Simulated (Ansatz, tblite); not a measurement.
# B8N8 wurtzite off sphere (B₈N₈H₂₂): rung by rung

Aim: run the singlet of B8N8 wurtzite off sphere (B₈N₈H₂₂) at one geometry on many levels, and compare frontier levels, spin and run time.

The runs use Ansatz 0.2.0, Gaussian basis; as each input shows.

Levels to be run: GFN1-xTB, GFN2-xTB, PBE-D4/def2-TZVP, r2SCAN-D4/def2-TZVP, r2SCAN0-D4/def2-TZVP, HF/def2-TZVP, B97M-V/def2-TZVP, PBE-D4/def2-SVP, PBE0-D4/def2-SVP, HF/6-31G, B3LYP-D4/6-31G, CCSD(T)/def2-SVP, MP2/def2-TZVP, RPA/def2-TZVP.

## 1. The geometry

The singlet was relaxed beforehand with PBE-D4/def2-SVP.

38 atoms, charge 0, spin multiplicity 1.

Bond lengths: B1–N2 1.610 Å, B1–N3 1.590 Å, B1–H17 1.230 Å, B1–H18 1.231 Å, N2–B5 1.592 Å, N2–H19 1.028 Å, N2–H20 1.028 Å, N3–B4 1.579 Å, N3–B11 1.564 Å, N3–H21 1.028 Å, B4–N6 1.606 Å, B4–N7 1.579 Å, B4–H22 1.227 Å, B5–N6 1.574 Å, B5–N12 1.564 Å, B5–H23 1.227 Å, N6–B9 1.574 Å, N6–H24 1.027 Å and more. Angles: N2–B1–N3 104.4°, N2–B1–H17 109.3°, N2–B1–H18 109.1°, N3–B1–H17 110.4°, N3–B1–H18 110.3°, H17–B1–H18 113.0°, B1–N2–B5 113.8°, B1–N2–H19 110.4°, B1–N2–H20 110.3°, B5–N2–H19 109.1°, B5–N2–H20 108.5°, H19–N2–H20 104.2°, B1–N3–B4 111.2°, B1–N3–B11 110.7°, B1–N3–H21 103.9°, B4–N3–B11 112.2°, B4–N3–H21 108.7°, B11–N3–H21 109.8° and more.

PBE0-D4/def2-TZVP was run before; its log isn't repeated, and its numbers join the tables.

## 2. GFN1-xTB

Tight binding, by tblite at 300 K electronic temperature and without a spin-polarisation term:

```python
tblite.interface.Calculator('GFN1-xTB', numbers, positions, charge=0, uhf=0).singlepoint()
```

Energy -1336.6597 eV, HOMO -10.49 eV, LUMO -3.33 eV; 0.045 s.

## 3. GFN2-xTB

Tight binding, by tblite at 300 K electronic temperature and without a spin-polarisation term:

```python
tblite.interface.Calculator('GFN2-xTB', numbers, positions, charge=0, uhf=0).singlepoint()
```

Energy -1224.0131 eV, HOMO -9.70 eV, LUMO -0.05 eV; 0.031 s.

## 4. PBE-D4/def2-TZVP

start.molden holds the orbitals of an earlier run on this state, given as this run's starting guess.

in.yaml

```yaml
crystal:
  periodic: [false, false, false]
  atoms:
    - {symbol: B, position_ang: [0.333503, -2.823854, -0.845262]}
    - {symbol: N, position_ang: [0.332992, -2.760865, 0.763112]}
    - {symbol: N, position_ang: [0.341812, -1.301022, -1.301884]}
    - {symbol: B, position_ang: [-0.963369, -0.554207, -0.821100]}
    - {symbol: B, position_ang: [0.354314, -1.280328, 1.348181]}
    - {symbol: N, position_ang: [-0.905123, -0.523180, 0.783388]}
    - {symbol: N, position_ang: [-0.956378, 0.950620, -1.298523]}
    - {symbol: B, position_ang: [-2.277732, 1.705603, -0.838526]}
    - {symbol: B, position_ang: [-0.928960, 0.944860, 1.351493]}
    - {symbol: N, position_ang: [-2.222012, 1.668925, 0.769702]}
    - {symbol: B, position_ang: [1.645870, -0.586259, -0.816615]}
    - {symbol: N, position_ang: [1.602915, -0.535303, 0.771486]}
    - {symbol: N, position_ang: [1.594434, 0.921291, -1.323957]}
    - {symbol: B, position_ang: [0.316131, 1.719996, -0.813164]}
    - {symbol: B, position_ang: [1.652499, 0.950977, 1.351954]}
    - {symbol: N, position_ang: [0.340513, 1.653753, 0.774756]}
    - {symbol: H, position_ang: [-0.693478, -3.380151, -1.229988]}
    - {symbol: H, position_ang: [1.358093, -3.389464, -1.226054]}
    - {symbol: H, position_ang: [-0.482269, -3.260484, 1.140971]}
    - {symbol: H, position_ang: [1.140580, -3.273163, 1.140284]}
    - {symbol: H, position_ang: [0.333718, -1.351412, -2.329110]}
    - {symbol: H, position_ang: [-1.967381, -1.132398, -1.223547]}
    - {symbol: H, position_ang: [0.356831, -1.326813, 2.574567]}
    - {symbol: H, position_ang: [-1.736933, -1.003457, 1.147487]}
    - {symbol: H, position_ang: [-1.005384, 0.971050, -2.325642]}
    - {symbol: H, position_ang: [-3.274348, 1.097205, -1.224227]}
    - {symbol: H, position_ang: [-2.253644, 2.876835, -1.215805]}
    - {symbol: H, position_ang: [-0.966330, 0.967615, 2.577988]}
    - {symbol: H, position_ang: [-3.062100, 1.211783, 1.146977]}
    - {symbol: H, position_ang: [-2.261315, 2.623362, 1.149695]}
    - {symbol: H, position_ang: [2.664269, -1.129463, -1.239159]}
    - {symbol: H, position_ang: [2.448755, -0.989156, 1.135511]}
    - {symbol: H, position_ang: [1.685459, 0.975368, -2.346924]}
    - {symbol: H, position_ang: [2.424434, 1.399292, -0.936006]}
    - {symbol: H, position_ang: [0.355837, 2.874437, -1.233197]}
    - {symbol: H, position_ang: [1.634017, 0.938453, 2.579171]}
    - {symbol: H, position_ang: [2.668010, 1.537219, 0.941130]}
    - {symbol: H, position_ang: [0.371760, 2.612358, 1.140878]}
basis:
  gaussian: {orbitals: def2-TZVP, fitting: {mean_field: def2-universal-jkfit}, initial_orbitals: start.molden}
hamiltonian: {xc: pbe, dispersion: d4}
scf: {omitted_lower_state_checks: [starts]}
output: {orbitals: {seedname: orbitals}}
```

Command:

```console
$ ansatz run in.yaml --threads 2 --pin off --events-out ev --progress --plain --max-ram 32768MiB --backend cuda --devices 0, --max-vram 18GiB
```

After this run come: r2SCAN-D4/def2-TZVP; r2SCAN0-D4/def2-TZVP; HF/def2-TZVP; B97M-V/def2-TZVP; PBE-D4/def2-SVP; PBE0-D4/def2-SVP; HF/6-31G; B3LYP-D4/6-31G; CCSD(T)/def2-SVP; MP2/def2-TZVP; RPA/def2-TZVP.

Before running them: what should the planned runs give, taken together? Wanted: gap in def2-TZVP, named functionals and Hartree-Fock, smallest and largest; correlation energy, CCSD(T)/def2-SVP; correlation energy, MP2/def2-TZVP; binding an atom, CCSD(T)/def2-SVP; PBE0 total energy, smallest basis above largest.

**Answer**, as computed:

| quantity | value |
| --- | --- |
| gap in def2-TZVP, named functionals and Hartree-Fock, smallest and largest | 5.37 eV (PBE-D4), 13.09 eV (HF) |
| correlation energy, CCSD(T)/def2-SVP | -64.72 eV |
| correlation energy, MP2/def2-TZVP | -70.54 eV |
| binding an atom, CCSD(T)/def2-SVP | 3.943 eV |
| PBE0 total energy, smallest basis above largest | 18.37 eV (def2-SVP, def2-TZVP) |

**Reading.** Over the named functionals and Hartree-Fock in def2-TZVP the gap runs from 5.37 eV (PBE-D4) to 13.09 eV (HF); exact exchange widens it. A small miss in a minimal or small basis is a cancelling of errors, not accuracy. The functionals in def2-TZVP miss CCSD(T)/def2-SVP by +0.140 (r2SCAN0-D4) to +0.279 eV (PBE-D4) an atom. The yardstick is in a double-zeta basis, so levels in larger sets aren't compared like for like. The reference is CCSD(T) in one finite basis, so it carries an error of its own, often a tenth of an eV or more, and near misses can't be ranked.
